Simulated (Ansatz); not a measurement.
# C₃H₇AlCl₂: up Jacob's ladder to CCSD(T)

How much do the methods differ for C₃H₇AlCl₂? The plan is to run it at one geometry with functionals of several rungs and with coupled cluster, and see how far each lands from CCSD(T) at the basis-set limit for the atomisation energy.

Method: functionals in def2-TZVPP, the program's frozen cores in correlated methods; program: Ansatz 0.2.0, Gaussian basis.

The runs, in order: LDA (SPW92), PBE-D4, revPBE-D4, BLYP-D4, r2SCAN-D4, B97M-V, PBE0-D4, B3LYP-D4, r2SCANh-D4, r2SCAN0-D4, HSE06-D4, BHLYP-D4, CAM-B3LYP-D4, LC-ωPBE, ωB97X-V, ωB97M-V, B2PLYP, PBE-QIDH; CCSD(T)/def2-SVP; CCSD(T)/def2-TZVPP; MP2/def2-QZVPP; extrapolation to the limit; RPA on PBE.

### Step 1. The geometry

The geometry comes from an earlier relaxation with PBE0-D4 in a triple-zeta def2 set; it is a stationary point, not always the lowest conformer.

SMILES `C[CH](C)[Al]([Cl])[Cl]`, 13 atoms, charge 0, spin multiplicity 1.

Atoms are counted from 1 here; the program's logs count them from 0.

Bond lengths: C1–C2 1.530 Å, C1–H7 1.096 Å, C1–H8 1.094 Å, C1–H9 1.094 Å, C2–C3 1.530 Å, C2–Al4 1.951 Å, C2–H10 1.097 Å, C3–H11 1.094 Å, C3–H12 1.096 Å, C3–H13 1.094 Å, Al4–Cl5 2.092 Å, Al4–Cl6 2.094 Å. Angles: C2–C1–H7 110.5°, C2–C1–H8 112.6°, C2–C1–H9 111.5°, H7–C1–H8 107.2°, H7–C1–H9 107.1°, H8–C1–H9 107.6°, C1–C2–C3 110.8°, C1–C2–Al4 111.0°, C1–C2–H10 108.7°, C3–C2–Al4 110.9°, C3–C2–H10 108.7°, Al4–C2–H10 106.7°, C2–C3–H11 112.6°, C2–C3–H12 110.5°, C2–C3–H13 111.5°, H11–C3–H12 107.2°, H11–C3–H13 107.6°, H12–C3–H13 107.1° and more.

### Step 2. LDA

This LDA is Slater exchange with PW92 correlation.

File in.yaml:

```yaml
crystal:
  periodic: [false, false, false]
  atoms:
    - {symbol: C, position_ang: [0.153709, 1.060474, -1.017675]}
    - {symbol: C, position_ang: [-0.291934, -0.210396, -0.291561]}
    - {symbol: C, position_ang: [0.876796, -1.186143, -0.138147]}
    - {symbol: Al, position_ang: [-1.074492, 0.215037, 1.444059]}
    - {symbol: Cl, position_ang: [-3.048290, -0.247041, 1.961921]}
    - {symbol: Cl, position_ang: [0.081678, 1.177633, 2.900949]}
    - {symbol: H, position_ang: [0.607588, 0.811784, -1.984030]}
    - {symbol: H, position_ang: [-0.676248, 1.744659, -1.215711]}
    - {symbol: H, position_ang: [0.904782, 1.609680, -0.442029]}
    - {symbol: H, position_ang: [-1.079294, -0.695023, -0.881253]}
    - {symbol: H, position_ang: [0.573882, -2.138900, 0.305371]}
    - {symbol: H, position_ang: [1.321776, -1.409301, -1.114817]}
    - {symbol: H, position_ang: [1.670446, -0.767263, 0.487823]}
basis:
  gaussian: {orbitals: def2-TZVPP}
hamiltonian: {xc: lda}
output: {orbitals: {seedname: orbitals}}
```

On the command line:

```sh
ansatz run in.yaml --threads 4 --pin off --events-out ev --progress --plain --max-ram 11315MiB
```

The runs that follow: PBE-D4 (GGA); revPBE-D4 (GGA); BLYP-D4 (GGA); r2SCAN-D4 (meta-GGA); B97M-V (meta-GGA); PBE0-D4 (hybrid); B3LYP-D4 (hybrid); r2SCANh-D4 (hybrid); r2SCAN0-D4 (hybrid); HSE06-D4 (hybrid); BHLYP-D4 (hybrid); CAM-B3LYP-D4 (range-separated); LC-ωPBE (range-separated); ωB97X-V (range-separated); ωB97M-V (range-separated); B2PLYP (double hybrid); PBE-QIDH (double hybrid); CCSD(T) in def2-SVP; CCSD(T) in def2-TZVPP; MP2 in def2-QZVPP; RPA on PBE orbitals.

Q: Predict the results of all the runs planned. Wanted: atomisation energy, CCSD(T)/CBS; farthest beyond LDA; mean size of error, GGA; mean size of error, meta-GGA; mean size of error, hybrid; mean size of error, range-separated; mean size of error, double hybrid; gap, smallest and largest; T1 diagnostic.

As calculated:

| quantity | value |
| --- | --- |
| atomisation energy, CCSD(T)/CBS | 4898.0 kJ/mol |
| functionals within 24.5 kJ/mol (0.5 %) | r2SCAN-D4, PBE0-D4, r2SCANh-D4, r2SCAN0-D4, HSE06-D4, CAM-B3LYP-D4, LC-ωPBE, ωB97X-V, ωB97M-V, PBE-QIDH |
| farthest beyond LDA | BHLYP-D4 (-114.3 kJ/mol) |
| mean size of error, GGA | 56.0 kJ/mol |
| mean size of error, meta-GGA | 25.2 kJ/mol |
| mean size of error, hybrid | 34.6 kJ/mol |
| mean size of error, range-separated | 11.5 kJ/mol |
| mean size of error, double hybrid | 33.2 kJ/mol |
| gap, smallest and largest | 4.80 eV (LDA (SPW92)), 11.73 eV (LC-ωPBE) |
| T1 diagnostic | 0.0089 |
| triples share of the correlation energy | 4.0 % |

The LDA atomisation energy is off by 606.1 kJ/mol (12 %): it overbinds. PBE-D4 is off by +61.4 kJ/mol. Double hybrids carry the basis error of their MP2 part in triple zeta, and no dispersion term here, so their miss is partly the set-up's. By mean error the best rung here is range-separated (11.5 kJ/mol) and the worst beyond LDA is GGA (56.0 kJ/mol). hybrid functionals lie within the reference's doubt of that worst mean (34.6 kJ/mol), so those two tie. The reference freezes the cores and leaves out relativity and excitations past (T), so misses under about 24.5 kJ/mol can't be ranked. Hartree-Fock recovers 76 % of the binding; the rest is correlation. CCSD(T) in def2-SVP is off by -216.7 kJ/mol, worse than the median functional, from the basis alone. The gap grows from 4.8 to 11.7 eV across the functionals, mostly with the share of exact exchange.
